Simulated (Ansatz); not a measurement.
# Mg5Se5 ((MgSe)5 ring): the cost of one run

Method: RKS PBE-D4/def2-SVP; program: Ansatz 0.2.0, Gaussian basis.

The runs, in order: relaxation at PBE-D4/def2-SVP; a single point at PBE0-D4/def2-TZVP.

4 further runs of the same task are left out: 2 that didn't finish, 2 set aside as unsound or not needed. Runs told in other sessions of the task aren't counted.

## 1. Where the work starts

10 atoms, charge 0, spin multiplicity 1.

Atoms are counted from 1 here; the program's logs count them from 0.

Bond lengths: Mg1–Se2 2.340 Å, Mg1–Se10 2.339 Å, Se2–Mg3 2.341 Å, Mg3–Se4 2.338 Å, Se4–Mg5 2.339 Å, Mg5–Se6 2.341 Å, Se6–Mg7 2.339 Å, Mg7–Se8 2.340 Å, Se8–Mg9 2.339 Å, Mg9–Se10 2.340 Å. Angles: Se2–Mg1–Se10 168.1°, Mg1–Se2–Mg3 96.5°, Se2–Mg3–Se4 168.4°, Mg3–Se4–Mg5 95.9°, Se4–Mg5–Se6 168.4°, Mg5–Se6–Mg7 96.6°, Se6–Mg7–Se8 168.1°, Mg7–Se8–Mg9 96.2°, Se8–Mg9–Se10 168.6°, Mg1–Se10–Mg9 96.2°.

As a file:

```xyz
10

Mg    1.3351    1.3765   -2.2502
Se    1.5408    3.4431   -1.1716
Mg    0.4622    2.8170    0.8098
Se   -0.5376    2.6419    2.9162
Mg   -1.0786    0.3729    2.7383
Se   -1.7913   -1.8415    2.9989
Mg   -1.0854   -2.5993    0.9021
Se   -0.5594   -3.7812   -1.0473
Mg    0.3652   -1.9675   -2.1994
Se    1.3488   -0.4620   -3.6969
```

The start is a GFN1-xTB geometry.

## 2. Relaxation at PBE-D4/def2-SVP

Contents of in.yaml:

```yaml
crystal:
  periodic: [false, false, false]
  atoms:
    - {symbol: Mg, position_ang: [1.335140, 1.376460, -2.250200]}
    - {symbol: Se, position_ang: [1.540760, 3.443080, -1.171600]}
    - {symbol: Mg, position_ang: [0.462230, 2.817030, 0.809850]}
    - {symbol: Se, position_ang: [-0.537570, 2.641890, 2.916170]}
    - {symbol: Mg, position_ang: [-1.078620, 0.372940, 2.738310]}
    - {symbol: Se, position_ang: [-1.791280, -1.841460, 2.998880]}
    - {symbol: Mg, position_ang: [-1.085350, -2.599260, 0.902130]}
    - {symbol: Se, position_ang: [-0.559360, -3.781210, -1.047270]}
    - {symbol: Mg, position_ang: [0.365240, -1.967500, -2.199360]}
    - {symbol: Se, position_ang: [1.348810, -0.461960, -3.696900]}
basis:
  gaussian: {orbitals: def2-SVP}
hamiltonian: {xc: pbe, dispersion: d4}
scf: {lower_state_search: "off"}
output: {orbitals: {seedname: orbitals}}
relax: {f_tol: 0.03, max_steps: 70}
```

Command:

```console
ansatz run in.yaml --threads 4 --pin off --events-out ev --progress --plain --max-ram 6963MiB
```

Q: Estimate wall time and peak memory on 4 threads of Arm Neoverse V1, shared host.

About 19 s, with a peak of 0.6 GiB.
